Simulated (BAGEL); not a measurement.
# BSiPH5F (SMILES BP[SiH2]F) at HF/3-21G (density fitting with qzvpp-jkfit)

Aim: the energy change on altering one bond length of BSiPH5F at HF/3-21G (density fitting with qzvpp-jkfit), from 2 runs. 

Program for the calculation: BAGEL 1.2.2.

### 1 The structure to begin with

The species is BSiPH5F (9 atoms), meant as a singlet with charge 0. As SMILES, `BP[SiH2]F`. Geometry: relaxed at GFN2-xTB. This is one conformer, not always the lowest.

Bond lengths: B1–P2 1.829 Å, P2–Si3 2.222 Å, Si3–F4 1.615 Å, B1–H5 1.168 Å, B1–H6 1.170 Å, P2–H7 1.380 Å, Si3–H8 1.453 Å, Si3–H9 1.454 Å. Some angles: B1–P2–Si3 106.7°, P2–Si3–F4 113.5°, B1–P2–H7 104.1°, Si3–P2–H7 100.8°, P2–B1–H5 120.8°, P2–B1–H6 118.2°, P2–Si3–H8 110.4°, P2–Si3–H9 108.8°, F4–Si3–H8 103.8°, F4–Si3–H9 103.4°.

### 2 A single-point energy at HF/3-21G (density fitting with qzvpp-jkfit)

calc.json reads:

```json
{ "bagel" : [

{
  "title" : "molecule",
  "basis" : "3-21g",
  "df_basis" : "qzvpp-jkfit",
  "angstrom" : true,
  "geometry" : [
    { "atom" : "B", "xyz" : [   -0.532970,    1.197230,   -1.244430 ] },
    { "atom" : "P", "xyz" : [    0.725730,    0.892030,    0.046950 ] },
    { "atom" : "Si", "xyz" : [    0.085200,   -0.931350,    1.143990 ] },
    { "atom" : "F", "xyz" : [   -0.286140,   -2.169000,    0.174410 ] },
    { "atom" : "H", "xyz" : [   -0.216340,    1.421910,   -2.346040 ] },
    { "atom" : "H", "xyz" : [   -1.651250,    1.296760,   -0.913980 ] },
    { "atom" : "H", "xyz" : [    1.812790,    0.404740,   -0.650580 ] },
    { "atom" : "H", "xyz" : [   -1.146650,   -0.678830,    1.872860 ] },
    { "atom" : "H", "xyz" : [    1.209620,   -1.433490,    1.916820 ] }
  ]
},
{ "title" : "hf" },
{ "title" : "print", "file" : "orbitals.molden", "orbitals" : true }

]}
```

The run is started by

```
$ BAGEL_NUM_THREADS=1 BAGEL calc.json > calc.out
```

The log of the run:

```text
* using 1 threads per process

  ===============================================================
  ===============================================================

  *** Geometry ***

  { "atom" : "B", "xyz" : [     -1.007167,      2.262437,     -2.351632 ] },
  { "atom" : "P", "xyz" : [      1.371431,      1.685692,      0.088723 ] },
  { "atom" : "Si", "xyz" : [      0.161005,     -1.759996,      2.161828 ] },
  { "atom" : "F", "xyz" : [     -0.540726,     -4.098816,      0.329587 ] },
  { "atom" : "H", "xyz" : [     -0.408823,      2.687020,     -4.433373 ] },
  { "atom" : "H", "xyz" : [     -3.120410,      2.450521,     -1.727172 ] },
  { "atom" : "H", "xyz" : [      3.425677,      0.764848,     -1.229418 ] },
  { "atom" : "H", "xyz" : [     -2.166854,     -1.282803,      3.539192 ] },
  { "atom" : "H", "xyz" : [      2.285851,     -2.708904,      3.622265 ] },

  Number of auxiliary basis functions:      498

  Since a DF basis is specified, we compute 2- and 3-index integrals:
    o Being stored without compression. Storage requirement is 0.012 GB

  Number of basis functions:       54
  Number of electrons      :       48

    * METHOD: MOLECULE                             0.16

  *** RHF ***

  === Nuclear Repulsion ===
   202.8407729373

      * DIIS with orbital gradients will be used.

  === RHF iteration (3-21g) ===
      0       -752.65580563          0.01922434           0.03
      1       -752.74223497          0.01093575           0.03
      2       -752.76804578          0.00132073           0.03
      3       -752.76903284          0.00023181           0.03
      4       -752.76907887          0.00009056           0.03
      5       -752.76908747          0.00002337           0.03
      6       -752.76908804          0.00000594           0.03
      7       -752.76908807          0.00000177           0.03
      8       -752.76908807          0.00000061           0.03
      9       -752.76908807          0.00000020           0.03
     10       -752.76908807          0.00000009           0.03
     11       -752.76908807          0.00000003           0.03
     12       -752.76908807          0.00000001           0.03
     13       -752.76908807          0.00000000           0.03
    * SCF iteration converged.

    * Permanent dipole moment:
           (   -0.103022,    -0.150860,    -0.269348) a.u.

    * METHOD: HF                                   0.53

    * METHOD: PRINT                                0.01

  ===============================================================
```

Run time: 0.82 s. Hardware: 1 thread of Arm Neoverse V2, shared host.

### 3 The distorted shape, same level

job.json reads:

```json
{ "bagel" : [

{
  "title" : "molecule",
  "basis" : "3-21g",
  "df_basis" : "qzvpp-jkfit",
  "angstrom" : true,
  "geometry" : [
    { "atom" : "B", "xyz" : [    0.082996,    1.070962,   -1.608889 ] },
    { "atom" : "P", "xyz" : [    1.341696,    0.765762,   -0.317509 ] },
    { "atom" : "Si", "xyz" : [    0.701166,   -1.057618,    0.779531 ] },
    { "atom" : "F", "xyz" : [    0.329826,   -2.295268,   -0.190049 ] },
    { "atom" : "H", "xyz" : [    0.399626,    1.295642,   -2.710499 ] },
    { "atom" : "H", "xyz" : [   -1.035284,    1.170492,   -1.278439 ] },
    { "atom" : "H", "xyz" : [    2.428756,    0.278472,   -1.015039 ] },
    { "atom" : "H", "xyz" : [   -1.146650,   -0.678830,    1.872860 ] },
    { "atom" : "H", "xyz" : [    1.825586,   -1.559758,    1.552361 ] }
  ]
},
{
  "title" : "hf"
},
{
  "title" : "print",
  "file" : "orbitals.molden",
  "orbitals" : true
}

]}
```

The run is started by

```
$ BAGEL_NUM_THREADS=1 BAGEL job.json > job.out
```

The log of the run:

```text
* using 1 threads per process

  ===============================================================
  ===============================================================

  *** Geometry ***

  { "atom" : "B", "xyz" : [      0.156840,      2.023825,     -3.040360 ] },
  { "atom" : "P", "xyz" : [      2.535438,      1.447080,     -0.600005 ] },
  { "atom" : "Si", "xyz" : [      1.325012,     -1.998608,      1.473100 ] },
  { "atom" : "F", "xyz" : [      0.623281,     -4.337428,     -0.359141 ] },
  { "atom" : "H", "xyz" : [      0.755184,      2.448409,     -5.122101 ] },
  { "atom" : "H", "xyz" : [     -1.956403,      2.211909,     -2.415900 ] },
  { "atom" : "H", "xyz" : [      4.589684,      0.526236,     -1.918146 ] },
  { "atom" : "H", "xyz" : [     -2.166854,     -1.282803,      3.539192 ] },
  { "atom" : "H", "xyz" : [      3.449858,     -2.947515,      2.933537 ] },

  Number of auxiliary basis functions:      498

  Since a DF basis is specified, we compute 2- and 3-index integrals:
    o Being stored without compression. Storage requirement is 0.012 GB

  Number of basis functions:       54
  Number of electrons      :       48

    * METHOD: MOLECULE                             0.16

  *** RHF ***

  === Nuclear Repulsion ===
   200.1990047093

      * DIIS with orbital gradients will be used.

  === RHF iteration (3-21g) ===
      0       -752.57618891          0.01947822           0.03
      1       -752.66488698          0.01121794           0.03
      2       -752.69211298          0.00139563           0.03
      3       -752.69324302          0.00028884           0.03
      4       -752.69331140          0.00010368           0.03
      5       -752.69332280          0.00002478           0.03
      6       -752.69332345          0.00000581           0.03
      7       -752.69332348          0.00000176           0.03
      8       -752.69332348          0.00000064           0.03
      9       -752.69332348          0.00000021           0.03
     10       -752.69332348          0.00000008           0.03
     11       -752.69332348          0.00000003           0.03
     12       -752.69332348          0.00000001           0.03
     13       -752.69332348          0.00000000           0.03
    * SCF iteration converged.

    * Permanent dipole moment:
           (   -0.419151,    -0.137901,     0.016502) a.u.

    * METHOD: HF                                   0.53

    * METHOD: PRINT                                0.01

  ===============================================================
```

Run time: 0.82 s. Hardware: 1 thread of Arm Neoverse V2, shared host.

### 4 Results

At HF/3-21G (density fitting with qzvpp-jkfit):

| quantity | value |
| --- | --- |
| first shape: total energy | -752.76909 Eh |
| first shape: dipole moment | 0.83 D |
| first shape: HOMO energy | -10.23 eV |
| first shape: LUMO energy | 1.84 eV |
| first shape: HOMO–LUMO gap | 12.07 eV |
| distorted shape: total energy | -752.69332 Eh |
| distorted shape: dipole moment | 1.12 D |
| distorted shape: HOMO energy | -10.43 eV |
| distorted shape: LUMO energy | 1.61 eV |
| distorted shape: HOMO–LUMO gap | 12.04 eV |
| energy change with the Si3–H8 bond stretched from 1.453 to 2.180 Å | 2.062 eV |

What this shows: With the Si3–H8 bond stretched from 1.453 to 2.180 Å the energy rises by 2.06 eV (199 kJ/mol). The first shape isn't relaxed at this level, so the change isn't measured from a minimum.
